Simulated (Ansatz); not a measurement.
**C2H2AlF: up Jacob's ladder to CCSD(T)**

An exercise on one series of results from a longer session: the logs are not shown, and one member is left open.

Method: functionals in def2-TZVPP, the program's frozen cores in correlated methods; program: Ansatz 0.2.0, Gaussian basis.

Plan: LDA (SPW92), PBE-D4, revPBE-D4, BLYP-D4, r2SCAN-D4, B97M-V, PBE0-D4, B3LYP-D4, r2SCANh-D4, r2SCAN0-D4, HSE06-D4, BHLYP-D4, CAM-B3LYP-D4, LC-ωPBE, ωB97X-V, ωB97M-V, B2PLYP, PBE-QIDH; CCSD(T)/def2-SVP; CCSD(T)/def2-TZVPP; MP2/def2-QZVPP; extrapolation to the limit; RPA on PBE.

## Structure used throughout

All runs share one geometry, relaxed beforehand with PBE0-D4 in a triple-zeta def2 set.

SMILES `F[C]1=[CH][AlH]1`, 6 atoms, charge 0, spin multiplicity 1.

Atoms are counted from 1 here; the program's logs count them from 0.

Bond lengths: F1–C2 1.330 Å, C2–C3 1.357 Å, C2–Al4 1.853 Å, C3–Al4 1.867 Å, C3–H5 1.087 Å, Al4–H6 1.571 Å. Angles: F1–C2–C3 127.5°, F1–C2–Al4 163.4°, C3–C2–Al4 69.2°, C2–C3–Al4 68.0°, C2–C3–H5 129.3°, Al4–C3–H5 162.6°, C2–Al4–C3 42.8°, C2–Al4–H6 159.4°, C3–Al4–H6 157.8°.

As a file:

```mol
C2H2AlF
  3D, bonds by distance, orders not assigned

  6  6  0  0  0  0  0  0  0  0999 V2000
   -0.0620   -1.9707    0.8777 F   0  0
   -0.1432   -0.7588    0.3346 C   0  0
    0.8812    0.0389   -0.0605 C   0  0
   -0.7805    0.8354   -0.3614 Al  0  0
    1.9520   -0.1420   -0.0162 H   0  0
   -1.8054    1.9334   -0.8203 H   0  0
  1  2  8  0
  2  3  8  0
  3  4  8  0
  3  5  8  0
  4  6  8  0
  2  4  8  0
M  END
```

Set-up of the first run:

Input file in.yaml:

```yaml
crystal:
  periodic: [false, false, false]
  atoms:
    - {symbol: F, position_ang: [-0.062037, -1.970705, 0.877656]}
    - {symbol: C, position_ang: [-0.143186, -0.758847, 0.334568]}
    - {symbol: C, position_ang: [0.881163, 0.038909, -0.060452]}
    - {symbol: Al, position_ang: [-0.780465, 0.835425, -0.361422]}
    - {symbol: H, position_ang: [1.952021, -0.142046, -0.016215]}
    - {symbol: H, position_ang: [-1.805397, 1.933365, -0.820335]}
basis:
  gaussian: {orbitals: def2-TZVPP}
hamiltonian: {xc: lda}
output: {orbitals: {seedname: orbitals}}
```

Run with:

```console
ansatz run in.yaml --threads 2 --pin off --events-out ev --progress --plain --max-ram 4352MiB
```

Steps of the session up to this table: LDA; PBE-D4 (GGA); revPBE-D4 (GGA); BLYP-D4 (GGA); r2SCAN-D4 (meta-GGA); B97M-V (meta-GGA); PBE0-D4 (hybrid); B3LYP-D4 (hybrid); r2SCANh-D4 (hybrid); r2SCAN0-D4 (hybrid); HSE06-D4 (hybrid); BHLYP-D4 (hybrid); CAM-B3LYP-D4 (range-separated); LC-ωPBE (range-separated); ωB97X-V (range-separated); ωB97M-V (range-separated); B2PLYP (double hybrid); PBE-QIDH (double hybrid).

One of the session's tables, all rows but one given; the rest of the session is left out.

It belongs to the step «Orbital energies across the functionals». 

```
  functional  HOMO (eV)  gap (eV)
 LDA (SPW92)      -6.19      4.24
      PBE-D4      -6.07      4.34
   revPBE-D4      -6.02      4.39
     BLYP-D4      -5.97      4.34
   r2SCAN-D4      -6.33      4.98
      B97M-V      -6.43      4.89
     PBE0-D4      -7.35      6.37
    B3LYP-D4      -7.15      5.96
  r2SCANh-D4          ?         ?
  r2SCAN0-D4      -7.52      6.78
    HSE06-D4      -6.94      5.60
    BHLYP-D4      -8.56      8.33
CAM-B3LYP-D4      -8.72      8.64
     LC-ωPBE     -10.03     11.01
     ωB97X-V      -9.70     10.60
     ωB97M-V      -9.55     10.17
```

Estimate the missing values for r2SCANh-D4.

Worked estimate for «HOMO (eV)». Against the share of exact exchange, r2SCAN-D4 (0, -6.33), r2SCAN0-D4 (0.25, -7.52) give a slope of -4.76 per unit share; at 0.1 the line stands at -6.81.

The run gave: HOMO (eV): -6.80; gap (eV): 5.70. In «HOMO (eV)» the line misses by -0.01.
